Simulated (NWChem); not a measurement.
# CH2BrI (SMILES BrCI) at 6 levels

Aim: a comparison of 6 runs (HF/3-21G, B3LYP/def2-SVP, BHLYP/def2-SVP, CAM-B3LYP/def2-SVP, wB97X/def2-SVP, MP3/def2-SVP) of CH2BrI. 

Program for the calculation: NWChem 7.3.0.

## 1. The system as given

CH2BrI has 5 atoms, charge 0, and is taken as a singlet. SMILES: `BrCI`. Geometry: relaxed at PBE0-D4/def2-TZVP.

Bond lengths: Br1–C2 1.920 Å, C2–I3 2.126 Å, C2–H4 1.084 Å, C2–H5 1.084 Å. Angles: Br1–C2–I3 114.5°, Br1–C2–H4 108.0°, Br1–C2–H5 108.0°, I3–C2–H4 107.3°, I3–C2–H5 107.3°, H4–C2–H5 111.8°.

## 2. Energy and gradient at HF/3-21G (run 1)

Contents of ch2bri.nw:

```
start ch2bri
title "CH2BrI"
memory stack 880 mb heap 220 mb global 1100 mb

geometry noautosym nocenter noautoz
   Br    -1.807600    -0.091200     0.355300
   C      0.027600     0.081600    -0.181200
   I      1.424400    -0.779400     1.170600
   H      0.257900     1.138200    -0.252900
   H      0.147500    -0.422800    -1.133000
end

basis "ao basis" spherical bse
   * library 3-21G
end

scf
   singlet
   rhf
   thresh 1e-08
   maxiter 80
   print low
end

task scf gradient
```

On the command line:

```sh
$ nwchem ch2bri.nw > ch2bri.out
```

Log:

```text
[...]
  functions       =    66
[...]
  wavefunction    = RHF
[...]
         Total SCF energy =  -9486.157221971074
      One-electron energy = -14032.669367333128
      Two-electron energy =   4078.863782083344
 Nuclear repulsion energy =    467.648363278711
        Time for solution =      4.4s
[...]
                         RHF ENERGY GRADIENTS
    atom               coordinates                        gradient
                 x          y          z           x          y          z
   1 Br     -3.415869  -0.172343   0.671420    0.025727   0.001241  -0.005435
   2 C       0.052156   0.154202  -0.342418   -0.014271  -0.010349   0.020240
   3 I       2.691726  -1.472852   2.212113   -0.014620   0.007937  -0.012248
   4 H       0.487360   2.150886  -0.477912    0.002132   0.008373   0.003123
   5 H       0.278735  -0.798976  -2.141060    0.001031  -0.007201  -0.005679
 Task  times  cpu:        7.7s     wall:        7.7s
 Total times  cpu:        7.7s     wall:        7.7s
```

Run time: 8.4 s. Hardware: 1 thread of AMD EPYC 9R14 (Zen 4), shared host; peak memory 0.1 GiB.

## 3. Energy and forces at B3LYP/def2-SVP (core potential) (run 2)

Contents of ch2bri.nw:

```
start ch2bri
title "CH2BrI gradient"
memory total 2200 mb
charge 0
geometry units angstrom noautosym nocenter noautoz
Br   -1.807600   -0.091200    0.355300
C     0.027600    0.081600   -0.181200
I     1.424400   -0.779400    1.170600
H     0.257900    1.138200   -0.252900
H     0.147500   -0.422800   -1.133000
end
basis spherical bse
* library def2-SVP
end
ecp bse
I library def2-SVP
end
dft
xc b3lyp
grid xfine
convergence energy 1e-08
maxiter 100
mulliken
noprint "final vectors analysis"
end
task dft gradient
```

On the command line:

```sh
$ nwchem ch2bri.nw > ch2bri.out
```

Log:

```text
[...]
          Wavefunction type:  closed shell.
          No. of atoms     :     5
          No. of electrons :    68
[...]
          Charge           :     0
          Spin multiplicity:     1
[...]
          AO basis - number of functions:    82
[...]
              XC Information
              --------------
                         B3LYP Method XC Potential
                     Hartree-Fock (Exact) Exchange  0.200
                        Slater Exchange Functional  0.800 local
                    Becke 1988 Exchange Functional  0.720 non-local
              Lee-Yang-Parr Correlation Functional  0.810
                  VWN I RPA Correlation Functional  0.190 local
[...]
 d= 0,ls=0.0,diis     1  -2910.8624302990 -3.17D+03  1.55D-02  5.67D-01     2.6
[...]
 d= 0,ls=0.0,diis     8  -2910.9332292184 -5.55D-10  2.50D-06  6.37D-08    15.4
         Total DFT energy =    -2910.933229218374
      One electron energy =    -4675.476359256967
           Coulomb energy =     1622.083745139163
    Exchange-Corr. energy =     -119.853903140479
 Nuclear repulsion energy =      262.313288039910
[...]
      Total Density - Mulliken Population Analysis
     ---------------------------------------------
    Atom       Charge   Shell Charges
 -----------   ------   -------------------------------------------------------
    1 Br  35    35.07   2.00  2.00  1.99  1.46  0.52  6.00  5.98  2.37  2.72  8.19  1.75  0.10
    2 C    6     6.18   1.99  0.95  0.27  2.01  0.94  0.03
    3 I   25    24.98   0.22  1.83  1.35  0.56  3.12  2.94  2.60  2.31  9.80  0.25
    4 H    1     0.88   0.73  0.13  0.02
    5 H    1     0.88   0.73  0.13  0.02
[...]
  wavefunction    = closed shell
                         DFT ENERGY GRADIENTS
    atom               coordinates                        gradient
                 x          y          z           x          y          z
   1 Br     -3.415869  -0.172343   0.671420    0.009139   0.000085  -0.001304
   2 C       0.052156   0.154202  -0.342418    0.003539  -0.000785   0.001042
   3 I       2.691726  -1.472852   2.212113   -0.009843   0.005029  -0.007690
   4 H       0.487360   2.150886  -0.477912   -0.001732  -0.006593   0.001490
   5 H       0.278735  -0.798976  -2.141060   -0.001103   0.002264   0.006461
[...]
```

Run time: 23 s. Hardware: 1 thread of AMD EPYC 9R14 (Zen 4), shared host; peak memory 0.14 GiB.

Runs 3 to 4 aren't shown in full; the table further down has their settings and results.

## 4. Energy and forces at wB97X/def2-SVP (core potential) (run 5)

Contents of geom.xyz:

```xyz
5
CH2BrI
Br    -1.807600    -0.091200     0.355300
C      0.027600     0.081600    -0.181200
I      1.424400    -0.779400     1.170600
H      0.257900     1.138200    -0.252900
H      0.147500    -0.422800    -1.133000
```

Contents of geom.nw:

```
start geom
title "CH2BrI"
memory stack 880 mb heap 220 mb global 1100 mb

geometry units angstroms noautosym nocenter noautoz
 load format xyz geom.xyz
end

basis spherical bse
 * library def2-SVP
end

ecp bse
 I library def2-SVP
end

dft
 xc wb97x
 grid xfine
 convergence energy 1e-08
 iterations 100
 mulliken
end

task dft gradient
```

On the command line:

```sh
$ nwchem geom.nw > geom.out
```

Log:

```text
[...]
          Wavefunction type:  closed shell.
          No. of atoms     :     5
          No. of electrons :    68
[...]
          Charge           :     0
          Spin multiplicity:     1
[...]
          AO basis - number of functions:    82
[...]
              XC Information
              --------------
                       wb97x  Method XC Functional
                     Hartree-Fock (Exact) Exchange  1.000
                         wb97x Exchange Functional  1.000
                      wb97x Correlation Functional  1.000
[...]
 d= 0,ls=0.0,diis     1  -2910.8099041003 -3.17D+03  1.00D-02  5.17D-01     4.4
[...]
 d= 0,ls=0.0,diis     9  -2910.8755013687 -8.24D-09  3.69D-06  4.30D-09    36.6
         Total DFT energy =    -2910.875501368700
      One electron energy =    -4675.285980336399
           Coulomb energy =     1621.890338100594
    Exchange-Corr. energy =     -119.793147172806
 Nuclear repulsion energy =      262.313288039911
[...]
      Total Density - Mulliken Population Analysis
     ---------------------------------------------
    Atom       Charge   Shell Charges
 -----------   ------   -------------------------------------------------------
    1 Br  35    35.08   2.00  2.00  1.99  1.40  0.56  6.00  5.98  2.37  2.72  8.20  1.74  0.11
    2 C    6     6.22   1.99  0.92  0.30  1.99  0.99  0.03
    3 I   25    24.97   0.22  1.83  1.29  0.63  3.11  2.94  2.60  2.30  9.80  0.25
    4 H    1     0.87   0.73  0.12  0.02
    5 H    1     0.87   0.73  0.12  0.02
[...]
  wavefunction    = closed shell
[...]
                         DFT ENERGY GRADIENTS
    atom               coordinates                        gradient
                 x          y          z           x          y          z
   1 Br     -3.415869  -0.172343   0.671420   -0.000704  -0.000230   0.000488
   2 C       0.052156   0.154202  -0.342418    0.005211   0.004183  -0.007975
   3 I       2.691726  -1.472852   2.212113   -0.001960   0.001124  -0.001752
   4 H       0.487360   2.150886  -0.477912   -0.001590  -0.006999   0.002117
   5 H       0.278735  -0.798976  -2.141060   -0.000957   0.001922   0.007122
[...]
```

It took 52 s on 1 thread of AMD EPYC 9R14 (Zen 4), shared host; peak memory 0.16 GiB.

## 5. A single-point energy at MP3/def2-SVP (core potential) (run 6)

Contents of ch2bri.nw:

```
start ch2bri
memory stack 330 mb heap 110 mb global 1760 mb

geometry units atomic noautosym nocenter noautoz
Br  -3.41586894  -0.17234302   0.67141969
C    0.05215644   0.15420165  -0.34241837
I    2.69172589  -1.47285254   2.21211340
H    0.48736037   2.15088628  -0.47791174
H    0.27873460  -0.79897621  -2.14105970
end

basis spherical bse
* library def2-SVP
end

ecp bse
I library def2-SVP
end

scf
thresh 1e-08
maxiter 80
noprint "final vectors analysis"
end

tce
scf
mbpt3
freeze core 14
maxiter 60
end

task tce energy
```

On the command line:

```sh
$ nwchem ch2bri.nw > ch2bri.out
```

Log:

```text
[...]
  functions       =    82
[...]
  wavefunction    = RHF
[...]
         Total SCF energy =  -2907.738785150526
      One-electron energy =  -4675.425135650738
      Two-electron energy =   1505.373081128845
 Nuclear repulsion energy =    262.313269371366
        Time for solution =     19.0s
[...]
         Wavefunction type : Restricted Hartree-Fock
          No. of electrons :    68
[...]
         Spin multiplicity : singlet
[...]
```

It took 34 s on 1 thread of AMD EPYC 9R14 (Zen 4), shared host; peak memory 0.88 GiB.

## 6. All runs side by side

```csv
run,level,iteration cap,module,energy (Eh),largest force (eV/Å),wall time
1,HF/3-21G,80,scf,-9486.157222,1.380,8.4 s
2,B3LYP/def2-SVP (core potential),100,dft,-2910.933229,0.692,23 s
3,BHLYP/def2-SVP (core potential),100,dft,-2910.723731,0.303,24 s
4,CAM-B3LYP/def2-SVP (core potential),100,dft,-2910.911525,0.322,43 s
5,wB97X/def2-SVP (core potential),100,dft,-2910.875501,0.535,52 s
6,MP3/def2-SVP (core potential),80,tce,-2908.247070,–,34 s
```

## 7. Summary of results

| quantity | value |
| --- | --- |
| run 6: total energy | -2908.24707 Eh |
| run 6: correlation energy (14 core orbitals frozen) | -508.3 mEh |

**Reading.** Over runs 2, 3, 4, 5 the dipole moment (its size) runs from 1.27 D (B3LYP/def2-SVP) to 1.35 D (BHLYP/def2-SVP). Totals of different functionals can't be ranked against each other. Some runs of one species differ in core potentials or relativity; totals across that change don't compare. In run 1 relativity is left out where basis or elements ask for it. All runs together took 3.1 min, the longest 52 s.
